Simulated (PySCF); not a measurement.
# TaO(OH)3: how settings move a single point

Which settings matter for TaO(OH)3? Each run alters one on purpose. The structure is generated, not taken from experiment.

The runs use PySCF 2.14.0; PBE, Ta def2-SVP with ECP60, O def2-SVP, H def2-SVP; scalar-relativistic core potentials, no spin–orbit coupling.

2 further runs of the same task are left out: 2 for a known fault of the program.

## Step 1: Where the work starts

8 atoms, charge 0, spin multiplicity 1.

Bond lengths: Ta1–O2 1.744 Å, Ta1–O3 1.926 Å, Ta1–O5 1.927 Å, Ta1–O7 1.926 Å, O3–H4 0.972 Å, O5–H6 0.971 Å, O7–H8 0.972 Å. Angles: O2–Ta1–O3 108.0°, O2–Ta1–O5 109.1°, O2–Ta1–O7 108.0°, O3–Ta1–O5 110.8°, O3–Ta1–O7 110.1°, O5–Ta1–O7 110.8°, Ta1–O3–H4 129.4°, Ta1–O5–H6 130.7°, Ta1–O7–H8 129.4°.

As a file:

```xyz
8
charge 0, multiplicity 1
Ta   -0.3400    0.0000    0.1743
O     0.5561    0.0000    1.6702
O     0.1506    1.5789   -0.8137
H     0.8015    2.2665   -0.5952
O    -2.2261    0.0000    0.5693
H    -2.6950    0.0000    1.4199
O     0.1506   -1.5789   -0.8137
H     0.8015   -2.2665   -0.5952
```

Formal oxidation states: Ta +5. An earlier session relaxed this geometry at PBE, Ta def2-SVP with ECP60, O def2-SVP, H def2-SVP (singlet, point group Cs).

The sound run used a (50, 194) grid (finer on f atoms), a threshold of 1e-8 and at most 55 cycles, and ended at -359.458611 Eh.

## Step 2: Altered run 1

Contents of run.py (the lines that set the calculation):

```python
mol = gto.M(atom='''
Ta    -0.31960     0.00000     0.16381
O      0.52276     0.00000     1.56998
O      0.14154     1.48413    -0.76485
H      0.75337     2.13049    -0.55949
O     -2.09254     0.00000     0.53511
H     -2.53330     0.00000     1.33469
O      0.14154    -1.48413    -0.76485
H      0.75337    -2.13049    -0.55949''',
    basis={'Ta': 'def2-SVP', 'O': 'def2-SVP', 'H': 'def2-SVP'},
    ecp={'Ta': 'def2-SVP'},
    charge=0, spin=0)
mf = dft.RKS(mol, xc='PBE')
mf.grids.atom_grid = (50, 194)
mf = mf.density_fit()  # fitting sets: Ta def2-universal-JKFIT, O def2-universal-JKFIT, H def2-universal-JKFIT
mf.conv_tol = 1e-08; mf.max_cycle = 55
mf.kernel(dm0)  # dm0: free metal ions and neutral atoms
```

Command:

```console
> OMP_NUM_THREADS=2 python run.py
```

What it wrote:

```text
init E= -364.123143411826
  HOMO = -0.34890238498573  LUMO = -0.0535234361831032  gap/eV = 8.03767
cycle= 1 E= -359.326842063327  delta_E=  4.8  |g|= 0.618  |ddm|= 3.55
  HOMO = -0.14751016495504  LUMO = -0.0093170262410176  gap/eV = 3.76043
cycle= 2 E= -358.835355985912  delta_E= 0.491  |g|= 1.71  |ddm|= 1.75
  HOMO = -0.248748511921187  LUMO = -0.0160672324414968  gap/eV = 6.33158
cycle= 3 E= -359.366357048029  delta_E= -0.531  |g|= 0.447  |ddm|= 1.42
  HOMO = -0.263621348302395  LUMO = -0.0236073348701709  gap/eV = 6.53111
cycle= 4 E= -359.403502829303  delta_E= -0.0371  |g|= 0.127  |ddm|= 0.404
  HOMO = -0.271203074474897  LUMO = -0.0239749965747684  gap/eV = 6.72742
cycle= 5 E= -359.405909969759  delta_E= -0.00241  |g|= 0.0571  |ddm|= 0.115
  HOMO = -0.267473723603329  LUMO = -0.0231137367715029  gap/eV = 6.64937
cycle= 6 E= -359.406632936837  delta_E= -0.000723  |g|= 0.00665  |ddm|= 0.055
  HOMO = -0.268290017812779  LUMO = -0.0233214132299118  gap/eV = 6.66594
cycle= 7 E= -359.406641569639  delta_E= -8.63e-06  |g|= 0.00159  |ddm|= 0.00589
  HOMO = -0.268392979543487  LUMO = -0.0233269688585871  gap/eV = 6.66859
cycle= 8 E= -359.406642050238  delta_E= -4.81e-07  |g|= 0.000486  |ddm|= 0.00114
  HOMO = -0.268411656197094  LUMO = -0.0233295959934843  gap/eV = 6.66902
cycle= 9 E= -359.40664208182  delta_E= -3.16e-08  |g|= 0.000285  |ddm|= 0.000485
  HOMO = -0.268417766324963  LUMO = -0.0233310448826956  gap/eV = 6.66915
cycle= 10 E= -359.406642097531  delta_E= -1.57e-08  |g|= 2.62e-05  |ddm|= 0.000203
  HOMO = -0.268416744841354  LUMO = -0.0233313550997458  gap/eV = 6.66911
cycle= 11 E= -359.406642097696  delta_E= -1.66e-10  |g|= 1.45e-06  |ddm|= 2.25e-05
  HOMO = -0.268416594740711  LUMO = -0.0233313473154766  gap/eV = 6.66911
Extra cycle  E= -359.406642097693  delta_E= 2.96e-12  |g|= 3.63e-06  |ddm|= 3.51e-06
converged SCF energy = -359.406642097693
```

Wall time 11 s (2 threads of Intel Xeon Platinum 8259CL at 2.50GHz (Skylake/Cascade Lake), shared host).

Changed: the scale of all coordinates (0.94). It converges in 11 cycles, +1.414 eV from the sound run, with a largest force component of 6.50 eV/Å. The setting is unsound, so these numbers aren't the compound's.

## Step 3: Altered run 2

Contents of run.py (the lines that set the calculation):

```python
mol = gto.M(atom='''
Ta    -0.34000     0.00000     0.17427
O      0.55613     0.00000     1.67019
O      0.15057     1.57886    -0.81367
H      0.80146     2.26648    -0.59520
O     -2.22610     0.00000     0.56926
H     -2.69500     0.00000     1.41988
O      0.15057    -1.57886    -0.81367
H      0.80146    -2.26648    -0.59520''',
    basis={'Ta': 'def2-SVP', 'O': 'def2-SVP', 'H': 'def2-SVP'},
    ecp={'Ta': 'def2-SVP'},
    charge=0, spin=0)
mf = dft.RKS(mol, xc='PBE')
mf.grids.atom_grid = (50, 194)
mf = mf.density_fit()  # fitting sets: Ta def2-universal-JKFIT, O def2-universal-JKFIT, H def2-universal-JKFIT
mf.conv_tol = 1e-08; mf.max_cycle = 77
mf.kernel(dm0)  # dm0: core Hamiltonian
```

Command:

```console
> OMP_NUM_THREADS=2 python run.py
```

What it wrote:

```text
init E= -331.07213864832
  HOMO = 0.514196253461531  LUMO = 0.515566696637104  gap/eV = 0.03729
cycle= 1 E= -298.690357773767  delta_E= 32.4  |g|= 10.1  |ddm|= 46.3
  HOMO = -2.99978006858085  LUMO = -2.96340556705996  gap/eV = 0.98980
cycle= 2 E= -311.133922250087  delta_E= -12.4  |g|= 10.9  |ddm|= 54.5
  HOMO = -0.977556359209345  LUMO = -0.954004680368505  gap/eV = 0.64087
cycle= 3 E= -341.142809367918  delta_E=  -30  |g|= 7.59  |ddm|= 31.5
  HOMO = -0.469849528634194  LUMO = -0.424911587525099  gap/eV = 1.22282
cycle= 4 E= -340.518839672445  delta_E= 0.624  |g|= 7.92  |ddm|= 9.19
  HOMO = -0.530352174732823  LUMO = -0.345206335535488  gap/eV = 5.03807
cycle= 5 E= -357.50329530358  delta_E=  -17  |g|=  2.9  |ddm|= 6.65
  HOMO = -0.37471017401143  LUMO = -0.281547670484664  gap/eV = 2.53508
cycle= 6 E= -353.144832811477  delta_E= 4.36  |g|= 5.19  |ddm|= 5.28
  HOMO = -0.270572938486911  LUMO = -0.178648042523225  gap/eV = 2.50140
cycle= 7 E= -358.75599485791  delta_E= -5.61  |g|= 1.75  |ddm|= 3.86
  HOMO = -0.258111623881362  LUMO = -0.0894775836952365  gap/eV = 4.58877
cycle= 8 E= -359.258628572962  delta_E= -0.503  |g|= 0.945  |ddm|= 1.14
  HOMO = -0.17440836506986  LUMO = -0.0432013646369974  gap/eV = 3.57032
cycle= 9 E= -358.846478596382  delta_E= 0.412  |g|= 1.69  |ddm|= 1.33
  HOMO = -0.267005900305932  LUMO = -0.032042252871028  gap/eV = 6.39369
cycle= 10 E= -359.374246829943  delta_E= -0.528  |g|= 0.623  |ddm|= 1.05
  HOMO = -0.274184773785678  LUMO = -0.0359009258913821  gap/eV = 6.48403
cycle= 11 E= -359.444640953073  delta_E= -0.0704  |g|= 0.267  |ddm|= 0.312
  HOMO = -0.271763684177017  LUMO = -0.0363049886113872  gap/eV = 6.40716
cycle= 12 E= -359.457460542474  delta_E= -0.0128  |g|= 0.0754  |ddm|= 0.141
  HOMO = -0.272170682450159  LUMO = -0.0373331744469773  gap/eV = 6.39025
cycle= 13 E= -359.458322406941  delta_E= -0.000862  |g|= 0.0362  |ddm|= 0.035
  HOMO = -0.27340702166077  LUMO = -0.0380501362807376  gap/eV = 6.40439
cycle= 14 E= -359.458609904905  delta_E= -0.000287  |g|= 0.00249  |ddm|= 0.0284
  HOMO = -0.273319113900561  LUMO = -0.0379271083184106  gap/eV = 6.40534
cycle= 15 E= -359.458610859771  delta_E= -9.55e-07  |g|= 0.000787  |ddm|= 0.00182
  HOMO = -0.273327297379294  LUMO = -0.037991618456885  gap/eV = 6.40381
cycle= 16 E= -359.458611010467  delta_E= -1.51e-07  |g|= 8.5e-05  |ddm|= 0.000791
  HOMO = -0.273320902284575  LUMO = -0.0379837324064138  gap/eV = 6.40385
cycle= 17 E= -359.458611011887  delta_E= -1.42e-09  |g|= 2.12e-05  |ddm|= 7.92e-05
  HOMO = -0.273323957270589  LUMO = -0.0379835360695909  gap/eV = 6.40394
Extra cycle  E= -359.458611010598  delta_E= 1.29e-09  |g|= 8.25e-05  |ddm|= 7.15e-05
converged SCF energy = -359.458611010598
```

Wall time 10 s (2 threads of Intel Xeon Platinum 8259CL at 2.50GHz (Skylake/Cascade Lake), shared host).

Changed: the starting guess (bare core Hamiltonian); the cycle limit is 77. It converges in 17 cycles, at the sound run's energy within 0.001 eV, with a largest force component of 0.02 eV/Å. The result survives the change.

## Step 4: Altered run 3

run.py (the lines that set the calculation): that of step 3 with these lines changed.

```diff
@@ -13,5 +13,5 @@
 mf = dft.RKS(mol, xc='PBE')
-mf.grids.atom_grid = (50, 194)
+mf.grids.atom_grid = (99, 590)
 mf = mf.density_fit()  # fitting sets: Ta def2-universal-JKFIT, O def2-universal-JKFIT, H def2-universal-JKFIT
-mf.conv_tol = 1e-08; mf.max_cycle = 77
-mf.kernel(dm0)  # dm0: core Hamiltonian
+mf.conv_tol = 1e-08; mf.max_cycle = 55
+mf.kernel(dm0)  # dm0: free metal ions and neutral atoms
```

Command:

```console
> OMP_NUM_THREADS=2 python run.py
```

What it wrote:

```text
init E= -363.874274796053
  HOMO = -0.325076214717101  LUMO = -0.0816357868321996  gap/eV = 6.62435
cycle= 1 E= -359.390176411498  delta_E= 4.48  |g|= 0.548  |ddm|= 3.36
  HOMO = -0.174219148365641  LUMO = -0.0258707695934457  gap/eV = 4.03677
cycle= 2 E= -358.462775888964  delta_E= 0.927  |g|= 2.23  |ddm|=  1.9
  HOMO = -0.241460298309434  LUMO = -0.0246203224859395  gap/eV = 5.90052
cycle= 3 E= -359.42810971167  delta_E= -0.965  |g|= 0.385  |ddm|= 1.59
  HOMO = -0.271358083378569  LUMO = -0.0383024899561567  gap/eV = 6.34177
cycle= 4 E= -359.451535291436  delta_E= -0.0234  |g|= 0.186  |ddm|= 0.382
  HOMO = -0.272905702768391  LUMO = -0.044421776860291  gap/eV = 6.21736
cycle= 5 E= -359.457148778165  delta_E= -0.00561  |g|= 0.0749  |ddm|= 0.155
  HOMO = -0.272986457732623  LUMO = -0.0371848387279593  gap/eV = 6.41649
cycle= 6 E= -359.458483551073  delta_E= -0.00133  |g|= 0.0102  |ddm|= 0.0705
  HOMO = -0.273365042700428  LUMO = -0.038009712147965  gap/eV = 6.40434
cycle= 7 E= -359.458505484084  delta_E= -2.19e-05  |g|= 0.00171  |ddm|= 0.00815
  HOMO = -0.273302964988642  LUMO = -0.0379742433173336  gap/eV = 6.40362
cycle= 8 E= -359.458506061735  delta_E= -5.78e-07  |g|= 0.000733  |ddm|= 0.00188
  HOMO = -0.273312782566642  LUMO = -0.0379692617662013  gap/eV = 6.40402
cycle= 9 E= -359.458506123553  delta_E= -6.18e-08  |g|= 0.000478  |ddm|= 0.000706
  HOMO = -0.273312988234547  LUMO = -0.0379720718642746  gap/eV = 6.40395
cycle= 10 E= -359.458506169735  delta_E= -4.62e-08  |g|= 6.71e-05  |ddm|= 0.000325
  HOMO = -0.273316983466254  LUMO = -0.0379739692422943  gap/eV = 6.40401
cycle= 11 E= -359.45850617083  delta_E= -1.09e-09  |g|= 2.66e-06  |ddm|= 6.01e-05
  HOMO = -0.273316511116186  LUMO = -0.0379741664570432  gap/eV = 6.40399
Extra cycle  E= -359.458506170817  delta_E= 1.32e-11  |g|= 7.87e-06  |ddm|= 8.21e-06
converged SCF energy = -359.458506170817
```

Run time: 23 s. Hardware: 2 threads of Intel Xeon Platinum 8259CL at 2.50GHz (Skylake/Cascade Lake), shared host.

Changed: the integration grid, to (99, 590). It converges in 11 cycles, +0.003 eV from the sound run, with a largest force component of 0.03 eV/Å. The result survives the change.

## Step 5: Altered run 4

run.py (the lines that set the calculation): that of step 4 with these lines changed.

```diff
@@ -13,5 +13,5 @@
 mf = dft.RKS(mol, xc='PBE')
-mf.grids.atom_grid = (99, 590)
+mf.grids.atom_grid = (50, 194)
 mf = mf.density_fit()  # fitting sets: Ta def2-universal-JKFIT, O def2-universal-JKFIT, H def2-universal-JKFIT
-mf.conv_tol = 1e-08; mf.max_cycle = 55
+mf.conv_tol = 1e-06; mf.max_cycle = 55
 mf.kernel(dm0)  # dm0: free metal ions and neutral atoms
```

Command:

```console
> OMP_NUM_THREADS=2 python run.py
```

What it wrote:

```text
init E= -363.874381357192
  HOMO = -0.325082484983787  LUMO = -0.0816501426495772  gap/eV = 6.62413
cycle= 1 E= -359.390248140987  delta_E= 4.48  |g|= 0.548  |ddm|= 3.36
  HOMO = -0.174193235028884  LUMO = -0.0258743478988851  gap/eV = 4.03596
cycle= 2 E= -358.462198833155  delta_E= 0.928  |g|= 2.23  |ddm|=  1.9
  HOMO = -0.24145641543943  LUMO = -0.0246279200789842  gap/eV = 5.90020
cycle= 3 E= -359.428203374212  delta_E= -0.966  |g|= 0.386  |ddm|= 1.59
  HOMO = -0.271368769244813  LUMO = -0.0383101244399249  gap/eV = 6.34185
cycle= 4 E= -359.451636216016  delta_E= -0.0234  |g|= 0.186  |ddm|= 0.382
  HOMO = -0.272910975066488  LUMO = -0.0444331909699492  gap/eV = 6.21720
cycle= 5 E= -359.457253085389  delta_E= -0.00562  |g|= 0.0749  |ddm|= 0.155
  HOMO = -0.272991695257141  LUMO = -0.0371942145377833  gap/eV = 6.41638
cycle= 6 E= -359.458588365621  delta_E= -0.00134  |g|= 0.0102  |ddm|= 0.0706
  HOMO = -0.27337007321551  LUMO = -0.0380191902527602  gap/eV = 6.40422
cycle= 7 E= -359.458610323273  delta_E= -2.2e-05  |g|= 0.00172  |ddm|= 0.00816
  HOMO = -0.27330775468119  LUMO = -0.0379839034391933  gap/eV = 6.40349
cycle= 8 E= -359.45861089918  delta_E= -5.76e-07  |g|= 0.000745  |ddm|= 0.00189
  HOMO = -0.273356843505914  LUMO = -0.0379951663655475  gap/eV = 6.40452
Extra cycle  E= -359.458609881597  delta_E= 1.02e-06  |g|= 0.00236  |ddm|= 0.0021
converged SCF energy = -359.458609881597
```

It took 9.1 s on 2 threads of Intel Xeon Platinum 8259CL at 2.50GHz (Skylake/Cascade Lake), shared host.

Changed: the SCF threshold (1e-06). It converges in 8 cycles, at the sound run's energy within 0.001 eV, with a largest force component of 0.02 eV/Å. The result survives the change.

## Step 6: Altered run 5

run.py (the lines that set the calculation): that of step 5 with these lines changed.

```diff
@@ -15,3 +15,3 @@
 mf = mf.density_fit()  # fitting sets: Ta def2-universal-JKFIT, O def2-universal-JKFIT, H def2-universal-JKFIT
-mf.conv_tol = 1e-06; mf.max_cycle = 55
+mf.conv_tol = 1e-08; mf.max_cycle = 8
 mf.kernel(dm0)  # dm0: free metal ions and neutral atoms
```

Command:

```console
> OMP_NUM_THREADS=2 python run.py
```

What it wrote:

```text
init E= -363.874381357192
  HOMO = -0.325082484983796  LUMO = -0.0816501426495856  gap/eV = 6.62413
cycle= 1 E= -359.390248140986  delta_E= 4.48  |g|= 0.548  |ddm|= 3.36
  HOMO = -0.17419323502885  LUMO = -0.0258743478988769  gap/eV = 4.03596
cycle= 2 E= -358.462198833154  delta_E= 0.928  |g|= 2.23  |ddm|=  1.9
  HOMO = -0.241456415439419  LUMO = -0.0246279200789476  gap/eV = 5.90020
cycle= 3 E= -359.428203374208  delta_E= -0.966  |g|= 0.386  |ddm|= 1.59
  HOMO = -0.271368769244814  LUMO = -0.0383101244399692  gap/eV = 6.34185
cycle= 4 E= -359.451636216016  delta_E= -0.0234  |g|= 0.186  |ddm|= 0.382
  HOMO = -0.272910975066486  LUMO = -0.0444331909699392  gap/eV = 6.21720
cycle= 5 E= -359.457253085392  delta_E= -0.00562  |g|= 0.0749  |ddm|= 0.155
  HOMO = -0.272991695257145  LUMO = -0.0371942145377657  gap/eV = 6.41638
cycle= 6 E= -359.458588365617  delta_E= -0.00134  |g|= 0.0102  |ddm|= 0.0706
  HOMO = -0.273370073215498  LUMO = -0.0380191902527653  gap/eV = 6.40422
cycle= 7 E= -359.458610323272  delta_E= -2.2e-05  |g|= 0.00172  |ddm|= 0.00816
  HOMO = -0.273307754681177  LUMO = -0.037983903439204  gap/eV = 6.40349
cycle= 8 E= -359.45861089918  delta_E= -5.76e-07  |g|= 0.000745  |ddm|= 0.00189
SCF not converged.
```

It took 4.4 s on 2 threads of Intel Xeon Platinum 8259CL at 2.50GHz (Skylake/Cascade Lake), shared host.

Changed: the cycle limit (8). The SCF doesn't converge: the limit ends it too early, and the default cures it.

## Step 7: Side by side

| run | changed | ending | energy change (eV) | cycles | time | usable |
| --- | --- | --- | --- | --- | --- | --- |
| 1 | the scale of all coordinates | converged | +1.414 | 11 | 11 s | no |
| 2 | the starting guess | converged | 0.000 | 17 | 10 s | yes |
| 3 | the integration grid | converged | +0.003 | 11 | 23 s | yes |
| 4 | the SCF threshold | converged | 0.000 | 8 | 9.1 s | yes |
| 5 | the cycle limit | not converged | – | 8 | 4.4 s | no |

3 of 5 altered runs give a usable result. 1 ended normally with numbers unfit to quote.
